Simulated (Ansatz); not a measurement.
# NiMoIrPdW (P3m1) in Ansatz: settings compared, part 2 of 2

Ansatz 0.2.0. Earlier steps stand in the parts before.

## 9. Band structure, BLYP, collinear spin, ferromagnetic start

File input.yaml:

```yaml
crystal:
  lattice:
    - [2.77046, 0.0, 0.0]
    - [-1.38523, 2.39928, 0.0]
    - [0.0, 0.0, 21.88122]
  atoms:
    - { symbol: Ni, position: [0.33333, 0.66667, 0.04433], spin: 1.0 }
    - { symbol: Ni, position: [0.66667, 0.33333, 0.95562], spin: 1.0 }
    - { symbol: Mo, position: [0.66667, 0.33333, 0.3427], spin: 1.0 }
    - { symbol: Mo, position: [0.66667, 0.33333, 0.7632], spin: 1.0 }
    - { symbol: Pd, position: [0.33333, 0.66667, 0.44768] }
    - { symbol: Pd, position: [0.33333, 0.66667, 0.65723] }
    - { symbol: Ir, position: [0.33333, 0.66667, 0.23988], spin: 0.6 }
    - { symbol: Ir, position: [0.33333, 0.66667, 0.8605], spin: 0.6 }
    - { symbol: W, position: [0.66667, 0.33333, 0.13646] }
    - { symbol: W, position: [0.66667, 0.33333, 0.5524] }
kpoints:
  mp_grid: { grid: [8, 8, 2] }
  band_path:
    path:
      - [0.0, 0.0, 0.0]
      - [0.5, 0.0, 0.0]
      - [0.3333333333, 0.3333333333, 0.0]
      - [0.0, 0.0, 0.0]
      - [0.0, 0.0, 0.5]
      - [0.5, 0.0, 0.5]
      - [0.3333333333, 0.3333333333, 0.5]
      - [0.0, 0.0, 0.5]
    npoints: 12
scf:
  occupations: { method: fermi_dirac, width: 0.05 }
hamiltonian:
  xc: blyp
  pseudopotentials: { kind: all_electron, lapw: { basis_error: 0.002 } }
magnetization:
  spin_polarized: true
output:
  forces: true
  stress: true
  eigenvalues: true
```

Potentials or basis: all-electron LAPW, scalar-relativistic.

Run with:

```console
ansatz run input.yaml --threads 8 --pin off --max-ram 24576MiB --backend cpu --events-out ev --progress --plain --runs-dir out
```

The log of the run:

```text
Warning: the atoms were moved onto the symmetric positions of the space group found under crystal.symmetry.tolerance 1.0e-5 (fractional; no operation is sought that the atoms, as they stand in a round, miss by more than twice it, and no atom is moved by as much as it), and the run uses the moved positions. Before a round's move an operation carried an atom to 2.77e-5 Å from where it should land, the largest such distance. Atom 0 (counting from 0) moved farthest, by 1.60e-5 Å; the longest move in fractions of the cell, of whichever atom, is 0.47 of the tolerance, in 1 round. To run the atoms as typed, lower crystal.symmetry.tolerance until the operations that they miss are no longer found, or set crystal.symmetry.detect: false (a key that needs symmetry detection or time reversal refuses this as the deck is read). The positions used, in the order of the run's atom list: position: [0.3333333333333333, 0.6666666666666666, 0.04433]; position: [0.6666666666666666, 0.3333333333333333, 0.95562]; position: [0.6666666666666666, 0.3333333333333333, 0.3427]; position: [0.6666666666666666, 0.3333333333333333, 0.7632]; position: [0.3333333333333333, 0.6666666666666666, 0.44768]; position: [0.3333333333333333, 0.6666666666666666, 0.65723]; position: [0.3333333333333333, 0.6666666666666666, 0.23988]; position: [0.3333333333333333, 0.6666666666666666, 0.8605]; position: [0.6666666666666666, 0.3333333333333333, 0.13646]; position: [0.6666666666666666, 0.3333333333333333, 0.5524]; The lattice was moved too: crystal.lattice keeps the space group found at crystal.symmetry.tolerance 1.0e-5 only nearly: the operation that it misses by the most changes a squared length by the fraction 6.31e-6. The run uses the lattice that is a stretch of the typed one, with no rotation, onto the one that keeps every operation to a double's rounding (on a very oblique basis the stretch itself rounds by more); the deck's lattice vector that moved farthest moved by 5.05e-6 Å. To run the lattice as typed, set crystal.symmetry.tolerance under 6.30e-6, the least fraction by which an operation that the lattice misses changes a squared length (the same key also sets how far an atom may lie from its image, so lowering it can lose operations that the atoms keep only within it), or set crystal.symmetry.detect: false, as for the atoms. crystal.lattice made exact, in Å and degrees: [[2.770454953865881, 0.0, 0.0], [-1.3852274769329405, 2.399284370088298, 0.0], [0.0, 0.0, 21.88122]]. Pasted over the deck's crystal.lattice, beside positions in fractional coordinates, it runs the same cell (given as lengths and angles, that cell in the form's own orientation, a rigid turn of the misfit's size from the one run here, for which a checkpoint.post_process_only pass over this run's state can be refused: where this run relaxes nothing, give such a pass this deck's own crystal.lattice, as typed; behind a relaxation, as crystal.lattice, the state's own cell, identity.cell in its checkpoint.json), and a matrix so pasted ends this notice, except on a very skew basis of the lattice, where the rounding of the pasted numbers themselves can read as a misfit: the cell is then moved again, and that move is told again. The lattice as run is in this notice's lattice.as_run_ang field (Run.prep()["deck_notices"] in Python, the deck_notice line of an events file, deck_notices of ansatz run --dry-run=json, or deck_notices in record.json in the deck's checkpoint.write directory).
[... 108 lines left out ...]
  k-point 19 ↓: bands = ["-392.6577", "-392.6145", "-392.6145", "-392.5147", "-392.4891", "-392.4891", "-350.5100", "-350.4907", "-350.4907", "-350.4868", "-350.4701", "-350.4701", "-300.1543", "-300.1234", "-300.1191", "-300.1191", "-300.0885", "-300.0885", "-300.0297", "-300.0297", "-300.0045", "-300.0045", "-259.9343", "-259.9343", "-259.9273", "-259.9084", "-259.9084", "-259.8539", "-259.8235", "-259.8235", "-259.8210", "-259.8210", "-207.7744", "-207.7744", "-207.7644", "-207.7269", "-207.7269", "-207.6360", "-207.6360", "-207.6283", "-207.6067", "-207.6067", "-192.4897", "-192.4897", "-192.4848", "-192.4695", "-192.4695", "-192.4678", "-192.4678", "-192.4625", "-192.4494", "-192.4494", "-77.7012", "-77.3501", "-67.3909", "-67.3058", "-59.7748", "-59.7442", "-48.7750", "-48.6681", "-38.3686", "-38.1355", "-38.1210", "-37.9221", "-37.8341", "-37.8213", "-35.7496", "-35.7411", "-31.6848", "-31.6818", "-31.6575", "-31.6566", "-31.6558", "-31.6506", "-31.6499", "-31.5862", "-31.5771", "-31.5764", "-31.5705", "-31.5663", "-31.5554", "-31.5548", "-25.6413", "-25.6025", "-25.5459", "-25.5185", "-25.4682", "-25.4408", "-24.4626", "-24.3583", "-24.3337", "-24.2290", "-24.1705", "-24.1424", "-13.4414", "-13.3812", "-13.1392", "-13.1215", "-13.0764", "-12.9909", "-10.3188", "-10.2974", "-10.0017", "-9.9811", "-9.9321", "-9.9168", "-3.0200", "-3.0140", "-3.0061", "-2.9973", "-2.9927", "-2.9625", "-2.9298", "-2.8848", "-2.8794", "-2.8723", "-2.8652", "-2.8627", "-2.8533", "-2.8208", "19.8103", "19.8335", "19.9785", "20.0705", "20.2059", "20.3220", "20.5484", "20.6466", "20.7348", "20.8291", "20.9278", "20.9469", "21.0202", "21.0993", "21.2346", "21.2632", "21.6073", "21.7122", "21.8704", "21.9284", "22.0198", "22.1233", "22.4078", "22.8063", "22.9247", "23.1515", "23.2276", "23.2967", "23.3723", "23.4371", "24.0899", "24.1161", "24.2271", "24.4808", "24.5019", "24.8745", "24.8796", "24.9366", "25.1810", "25.3364", "25.7026", "25.7195", "26.1751", "26.3127", "26.4588", "26.5461", "26.7768", "27.0392", "27.2561", "27.5470", "28.5192", "29.4506", "30.7328", "30.7855", "30.9973", "31.3185", "31.3761", "31.7370", "31.9236", "32.0810", "32.9169", "33.3905", "33.5542", "33.9048", "34.2022", "34.3752", "35.1503", "35.5146", "35.8276", "36.0108", "36.3365", "36.7404", "37.5459", "37.6026", "37.8177", "37.9942", "38.4635"]
```

Run time: 6 min. Hardware: 8 threads of Intel Xeon Platinum 8375C at 2.90GHz (Ice Lake), shared host; peak memory 4.7 GiB.

What came out:

```yaml
Free_energy: -2426362.8580 eV
Pressure: 11.3 GPa
Largest_force: 0.273 eV/Å
Band_gap_along_the_path: none (metal or under the smearing width)
Net_moment: 0.00 μB per cell
Absolute_moment: 0.00 μB per cell
```

Forces in eV/Å, atoms in the order of the input:
```
Ni   0.000  0.000 -0.107
Ni   0.000  0.000  0.161
Mo   0.000  0.000 -0.066
Mo   0.000  0.000 -0.230
Pd   0.000  0.000 -0.038
Pd   0.000  0.000  0.061
Ir   0.000  0.000  0.007
Ir   0.000  0.000  0.273
W    0.000  0.000 -0.074
W    0.000  0.000  0.013
```

Levels at the corners of the path, in eV from the Fermi level:
Spin up:
| point | band 159 | band 160 | band 161 | band 162 | band 163 | band 164 | band 165 | band 166 | band 167 | band 168 |
| --- | --- | --- | --- | --- | --- | --- | --- | --- | --- | --- |
| Γ | -1.02 | -0.65 | -0.65 | -0.44 | -0.38 | -0.38 | -0.23 | -0.13 | -0.13 | 0.27 |
| M | 0.53 | 0.89 | 0.93 | 1.33 | 1.36 | 1.75 | 1.79 | 1.81 | 2.25 | 2.32 |
| K | -0.06 | 0.25 | 0.28 | 0.35 | 0.80 | 0.93 | 1.39 | 1.42 | 1.55 | 1.91 |
| Γ | -1.02 | -0.65 | -0.65 | -0.44 | -0.38 | -0.38 | -0.23 | -0.13 | -0.13 | 0.27 |
| A | -1.02 | -1.02 | -0.67 | -0.67 | -0.34 | -0.34 | -0.16 | -0.16 | 0.27 | 0.29 |
| L | 0.78 | 0.90 | 0.93 | 0.98 | 1.34 | 1.70 | 1.74 | 1.92 | 2.29 | 2.30 |
| H | -0.06 | 0.13 | 0.25 | 0.28 | 0.93 | 1.01 | 1.29 | 1.42 | 1.56 | 1.88 |
| A | -1.02 | -1.02 | -0.67 | -0.67 | -0.34 | -0.34 | -0.16 | -0.16 | 0.27 | 0.29 |
Spin down:
| point | band 159 | band 160 | band 161 | band 162 | band 163 | band 164 | band 165 | band 166 | band 167 | band 168 |
| --- | --- | --- | --- | --- | --- | --- | --- | --- | --- | --- |
| Γ | -1.02 | -0.65 | -0.65 | -0.44 | -0.38 | -0.38 | -0.23 | -0.13 | -0.13 | 0.27 |
| M | 0.53 | 0.89 | 0.93 | 1.33 | 1.36 | 1.75 | 1.79 | 1.81 | 2.25 | 2.32 |
| K | -0.06 | 0.25 | 0.28 | 0.35 | 0.80 | 0.93 | 1.39 | 1.42 | 1.55 | 1.91 |
| Γ | -1.02 | -0.65 | -0.65 | -0.44 | -0.38 | -0.38 | -0.23 | -0.13 | -0.13 | 0.27 |
| A | -1.02 | -1.02 | -0.67 | -0.67 | -0.34 | -0.34 | -0.16 | -0.16 | 0.27 | 0.29 |
| L | 0.78 | 0.90 | 0.93 | 0.98 | 1.34 | 1.70 | 1.74 | 1.92 | 2.29 | 2.30 |
| H | -0.06 | 0.13 | 0.25 | 0.28 | 0.93 | 1.01 | 1.29 | 1.42 | 1.56 | 1.88 |
| A | -1.02 | -1.02 | -0.67 | -0.67 | -0.34 | -0.34 | -0.16 | -0.16 | 0.27 | 0.29 |

Caveat: the k mesh is thin for a metal, which can move the energy by tens of meV per atom; spin-orbit coupling is left out, which moves the levels of the heavy elements; the starting moments weren't kept.
